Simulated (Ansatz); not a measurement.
# In5Sb3As2: the cost of one run

Method: DFT PBE, scalar-relativistic, plane waves, PAW, in Ansatz 0.2.0.

### Step 1. The system as given

The structure is orthorhombic, space group Pmm2 (No. 25). Conventional cell: a = 2.973 Å, b = 5.722 Å, c = 15.613 Å, α = 90.00°, β = 90.00°, γ = 90.00°. Around In (site symmetry mm2) lie 2 Sb at 2.97 Å and 4 In at 2.97 to 3.12 Å. Around In (site symmetry mm2) lie 2 As at 2.97 Å and 4 In at 2.97 to 3.12 Å. Sb (site symmetry mm2) is surrounded by 2 In at 2.97 Å and 4 Sb at 2.97 to 3.12 Å. Sb (site symmetry mm2) is surrounded by 2 In at 2.97 Å and 3 Sb at 2.97 to 3.12 Å and 1 As at 3.12 Å. Only part of the 10 independent sites is listed.

Coordinates:

```cif
data_structure
_symmetry_space_group_name_H-M 'Pmm2'
_symmetry_Int_Tables_number 25
_cell_length_a 2.9728
_cell_length_b 5.7216
_cell_length_c 15.6128
_cell_angle_alpha 90.000
_cell_angle_beta 90.000
_cell_angle_gamma 90.000
_cell_volume 265.57
loop_
_atom_site_label
_atom_site_type_symbol
_atom_site_symmetry_multiplicity
_atom_site_Wyckoff_symbol
_atom_site_fract_x
_atom_site_fract_y
_atom_site_fract_z
_atom_site_occupancy
In1 In 1 a 0.00000 0.00000 0.00000 1
In2 In 1 a 0.00000 0.00000 0.20000 1
In3 In 1 a 0.00000 0.00000 0.40000 1
In4 In 1 a 0.00000 0.00000 0.60000 1
In5 In 1 a 0.00000 0.00000 0.80000 1
Sb1 Sb 1 b 0.00000 0.50000 0.15000 1
Sb2 Sb 1 b 0.00000 0.50000 0.35000 1
Sb3 Sb 1 b 0.00000 0.50000 0.95000 1
As1 As 1 b 0.00000 0.50000 0.55000 1
As2 As 1 b 0.00000 0.50000 0.75000 1
```

The start is an ordering of an alloy on its end members' structure types: elements ordered on the sites of the InSb type, As/Sb on Sb (Pmm2, No. 25).

### Step 2. Probe: one point on a coarse mesh

Contents of input.yaml:

```yaml
crystal:
  lattice:
    - [2.972843, 0.0, 0.0]
    - [0.0, 5.72162816, 0.0]
    - [0.0, 0.0, 15.61277301]
  atoms:
    - { symbol: In, position: [0.0, 0.0, 0.0] }
    - { symbol: In, position: [0.0, 0.0, 0.2] }
    - { symbol: In, position: [0.0, 0.0, 0.4] }
    - { symbol: In, position: [0.0, 0.0, 0.6] }
    - { symbol: In, position: [0.0, 0.0, 0.8] }
    - { symbol: Sb, position: [0.0, 0.5, 0.15] }
    - { symbol: Sb, position: [0.0, 0.5, 0.35] }
    - { symbol: Sb, position: [0.0, 0.5, 0.95] }
    - { symbol: As, position: [0.0, 0.5, 0.55] }
    - { symbol: As, position: [0.0, 0.5, 0.75] }
basis:
  ecutwfc: 420
kpoints:
  mp_grid: { grid: [6, 4, 1] }
hamiltonian:
  xc: pbe
scf:
  occupations: { method: gaussian, width: 0.1 }
  lower_state_search: "off"
output:
  forces: true
  stress: true
  eigenvalues: true
```

Run with:

```bash
> ansatz run input.yaml --threads 1 --pin off --max-ram 2560MiB --backend cpu --events-out ev --progress --plain --runs-dir out
```

Q: Estimate wall time and peak memory on 1 thread of Intel Xeon at 2.50GHz (Skylake/Cascade Lake), shared host.

About 51 s, with a peak of 0.59 GiB.
